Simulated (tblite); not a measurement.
# Cl3GeH3O4Si: the cost of one run

Computed with tblite 0.8.0 and PySCF 2.14.0; each step states its level. No surroundings beyond the atoms listed, unless a continuum is named. Atoms count from 0, parts from 1.

## 1. Starting point

12 atoms, charge 0, multiplicity 1; geometry: distance geometry start.

## 2. Geometry optimisation with GFN2-xTB

Job settings and geometry (Å):

```
{"job": {"kind": "relax", "xc": "GFN2-xTB", "basis": "xTB"}, "charge": 0, "multiplicity": 1}
O     -1.698062    -1.720578    -0.173701
Ge    -0.925242    -0.117454    -0.202447
O     -0.853843     0.657642     1.405770
O     -2.026482     0.897217    -1.232141
O      0.620785    -0.148557    -1.074922
Si     1.979389     0.056945    -0.066417
Cl     3.633779    -0.422917    -1.261785
Cl     1.902890    -1.133865     1.685289
Cl     2.154326     2.044534     0.599061
H     -2.094622    -1.954965    -1.064367
H     -0.458441     0.091586     2.094986
H     -2.215827     1.735321    -0.703811
```

Method: GFN2-xTB geometry optimisation, gas phase.

Started as:

```sh
> OMP_NUM_THREADS=1 python cluster_run.py task.json out
```

One launch serves the whole session: the jobs run in the order shown.

**Question.** How long does this first job take on 1 thread of Arm Neoverse V2, shared host?

About 5.9 s.
